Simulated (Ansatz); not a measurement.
**MP2/cc-pVDZ run of SiBrCl3 (bromotrichlorosilane)**

What is the energy change on altering one bond length of SiBrCl3 (bromotrichlorosilane) at MP2/cc-pVDZ? 

The calculation is run with Ansatz 0.2.0.

55 further runs of the same task are left out: 12 that didn't finish, 43 set aside as unsound or not needed.

### Step 1. The structure to begin with

The species is SiBrCl3 (5 atoms), meant as a singlet with charge 0. As SMILES, `Cl[Si](Cl)(Cl)Br`. Geometry: relaxed at PBE0-D4/def2-TZVP.

Bond lengths: Cl1–Si2 2.023 Å, Si2–Cl3 2.023 Å, Si2–Cl4 2.023 Å, Si2–Br5 2.188 Å. Angles: Cl1–Si2–Cl3 109.3°, Cl1–Si2–Cl4 109.3°, Cl1–Si2–Br5 109.7°, Cl3–Si2–Cl4 109.3°, Cl3–Si2–Br5 109.7°, Cl4–Si2–Br5 109.7°.

### Step 2. A single-point energy at MP2/cc-pVDZ

molecule.yaml reads:

```yaml
crystal:
  periodic: [false, false, false]
  atoms:
    - {symbol: Cl, position_ang: [-0.852900, -0.217700, 1.821600]}
    - {symbol: Si, position_ang: [0.003400, -0.042600, -0.003200]}
    - {symbol: Cl, position_ang: [1.690500, -1.158200, -0.059200]}
    - {symbol: Cl, position_ang: [-1.285700, -0.709700, -1.412800]}
    - {symbol: Br, position_ang: [0.494400, 2.054400, -0.387900]}
basis:
  gaussian:
    orbitals: cc-pVDZ
correlation:
  method: mp2
  frozen_orbitals: {Br: 9, Cl: 5, Si: 5}
accuracy: high
```

Started as:

```
$ ansatz run molecule.yaml --threads 1 --pin off --max-ram 3480MiB --events-out events.jsonl --progress --plain --runs-dir runs
```

Log:

```text
Warning: RAYON_NUM_THREADS=1 ignored (pool sized by the plan → 1); use --threads N
Functional definition: HF
  name "HF"
  exchange = exact_x
  correlation = 0
2154 factors; integrals over basis functions are off by at most 4.6e-9 eV
mean field evaluation 1: about -115374.6778 eV, gradient 2.4e1 eV
mean field evaluation 2: about -115375.0963 eV, gradient 2.5e1 eV
mean field evaluation 4: about -115376.9986 eV, gradient 1.7e0 eV
mean field evaluation 8: about -115377.0421 eV, gradient 6.7e-2 eV
mean field evaluation 16: about -115377.0421 eV, gradient 2.8e-7 eV
mean field -115377.04214855 eV, -4240.0280935913 hartree, gradient 1.9e-8 eV, S^2 0.000000; 0 other end points of the search recorded, 0 dependent functions left out
29 core orbitals not correlated: weight in the atoms' cores, before any rotation towards them, 1.000 or more for the frozen orbitals, at most 0.000 for the correlated occupied ones
reference -115377.04214855 eV, -4240.0280935913 hartree; 21, 21 occupied and 49, 49 virtual orbitals, 2154 factors
second order -16.76310137 eV of doubles, -0.00000000 eV of singles
Total energy: -115393.80524993 eV, -4240.6441262044 hartree
```

Wall time 9.6 s (1 thread of Arm Neoverse V2, shared host); peak memory 0.4 GiB.

### Step 3. The distorted shape, same level

in.yaml reads:

```yaml
crystal:
  periodic: [false, false, false]
  atoms:
    - {symbol: Cl, position_ang: [-2.877418, 1.121018, 1.888800]}
    - {symbol: Si, position_ang: [-2.021118, 1.296118, 0.064000]}
    - {symbol: Cl, position_ang: [1.690500, -1.158200, -0.059200]}
    - {symbol: Cl, position_ang: [-3.310218, 0.629018, -1.345600]}
    - {symbol: Br, position_ang: [-1.530118, 3.393118, -0.320700]}
basis:
  gaussian:
    orbitals: cc-pVDZ
total_charge: 0
correlation:
  method: mp2
  frozen_orbitals: {Br: 9, Cl: 5, Si: 5}
accuracy: high
```

Started as:

```
$ ansatz run in.yaml --threads 1 --pin off --max-ram 3480MiB --events-out events.jsonl --progress --plain --runs-dir runs
```

Log (excerpt; [...] marks lines left out):

```text
Warning: RAYON_NUM_THREADS=1 ignored (pool sized by the plan → 1); use --threads N
[... 2 set-up lines as earlier in the session ...]
[...]
2069 factors; integrals over basis functions are off by at most 4.6e-9 eV
[...]
mean field -115370.92826120 eV, -4239.8034123753 hartree, gradient 2.2e-8 eV, S^2 0.000000; 4 other end points of the search recorded, 0 dependent functions left out; unrestricted orbitals would lower it
[...]
unrestricted determinant -115373.75797742 eV, -4239.9074025283 hartree, S^2 1.0106
29 core orbitals not correlated: weight in the atoms' cores, before any rotation towards them, 1.000 or more for the frozen orbitals, at most 0.000 for the correlated occupied ones
reference -115370.92826120 eV, -4239.8034123753 hartree; 21, 21 occupied and 49, 49 virtual orbitals, 2069 factors
second order -17.64474739 eV of doubles, -0.00000000 eV of singles
Total energy: -115388.57300859 eV, -4240.4518448818 hartree
```

Wall time 58 s (1 thread of Arm Neoverse V2, shared host); peak memory 0.78 GiB.

### Step 4. Summary of results

Level: MP2/cc-pVDZ, 29 core orbitals frozen.

| quantity | value |
| --- | --- |
| first shape: total energy | -4240.64413 Eh |
| first shape: correlation energy (29 core orbitals frozen) | -616.0 mEh |
| distorted shape: total energy | -4240.45184 Eh |
| distorted shape: correlation energy (29 core orbitals frozen) | -648.4 mEh |
| energy change with the Si2–Cl3 bond stretched from 2.023 to 4.451 Å | 5.232 eV |

What this shows: One bond (distorted shape) is far stretched, which a spin-restricted single reference describes badly; perturbation theory on it can break down and give far too much correlation. With the Si2–Cl3 bond stretched from 2.023 to 4.451 Å the energy rises by 5.23 eV (505 kJ/mol). The first shape isn't relaxed at this level, so the change isn't measured from a minimum. A restricted reference can't describe the breaking bond well at this length. The restricted solution (distorted shape) is unstable to spin breaking: an unrestricted one lies lower.
